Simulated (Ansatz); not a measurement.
This script makes a scan of the energy under strain of Al, space group Im-3m with Ansatz 0.2.0, Python API.

Script `al.py`:
```python
# -*- coding: utf-8 -*-
"""A biaxial strain scan of Al."""

import ansatz as az
import numpy as np

XC = "pbesol"
OCCUPATIONS = "fermi_dirac"
KMESH = (15, 15, 15)

vectors0 = np.array([
    [-1.59121869, 1.59121869, 1.59121869],
    [1.59121869, -1.59121869, 1.59121869],
    [1.59121869, 1.59121869, -1.59121869],
])
sites = [
    ("Al", (0.0, 0.0, 0.0)),
]


def build(cell):
    crystal = az.Crystal(lattice=az.Lattice.of(cell))
    for symbol, position in sites:
        crystal = crystal.atom(symbol, position)
    return crystal


def main():
    # clamped ions: the fractional positions stay as typed
    values = np.linspace(-0.05, 0.05, 7)
    energies = []
    for d in values:
        strain = np.diag([d, d, 0])
        cell = vectors0 @ (np.eye(3) + strain)
        job = (
            build(cell).calculation()
            .functional(XC)
            .basis(34 * az.Ry)
            .occupations(OCCUPATIONS, width=100 * az.meV)
            .kpoints(*KMESH)
        )
        rep = job.run(threads=1).report
        energies.append(rep["free_energy_ev"] / len(sites))
        print(f"d = {d:+.4f}  F = {energies[-1]:.5f} eV/atom")
    energies = np.array(energies)

    for value, e in zip(values, energies):
        print(f"strain {value:7.3f}   E - Emin = {1000 * (e - energies.min()):9.3f} meV/atom")
    curvature = 2 * np.polyfit(values, energies, 3)[1]
    volume = abs(np.linalg.det(vectors0)) / len(sites)
    print(f"d2E/dd2 over the volume: {curvature / volume * 160.21766:.1f} GPa")


if __name__ == "__main__":
    main()
```

How much energy does this biaxial strain cost, and what curvature follows?

Against the unstrained cell the energy per atom changes by +64.80 meV at one end of the scan and +10.10 meV at the other, and its second derivative over the volume is 298.3 GPa.

What the script printed:

```console
$ python al.py
d = -0.0500  F = -524.39060 eV/atom
d = -0.0333  F = -524.42284 eV/atom
d = -0.0167  F = -524.44380 eV/atom
d = +0.0000  F = -524.45540 eV/atom
d = +0.0167  F = -524.45884 eV/atom
d = +0.0333  F = -524.45522 eV/atom
d = +0.0500  F = -524.44530 eV/atom
strain  -0.050   E - Emin =    68.243 meV/atom
strain  -0.033   E - Emin =    36.001 meV/atom
strain  -0.017   E - Emin =    15.046 meV/atom
strain   0.000   E - Emin =     3.440 meV/atom
strain   0.017   E - Emin =     0.000 meV/atom
strain   0.033   E - Emin =     3.622 meV/atom
strain   0.050   E - Emin =    13.542 meV/atom
d2E/dd2 over the volume: 298.3 GPa
```

Notes:
- Absolute energies stand on the zero of these potentials, so only differences at equal settings mean something.
- The curvature belongs to this strain pattern and to the cell's stress; it equals a single elastic constant only for simple patterns.
- In a metal a curvature from energy changes of a few meV or less hangs on mesh and smearing, in size and even in sign.
- This isn't the structure that Al takes at ambient conditions.
- The ions keep their fractional positions (clamped ions).
- The whole script took 14 s on 1 thread of Arm Neoverse V1 (shared host), peak memory 0.36 GiB.
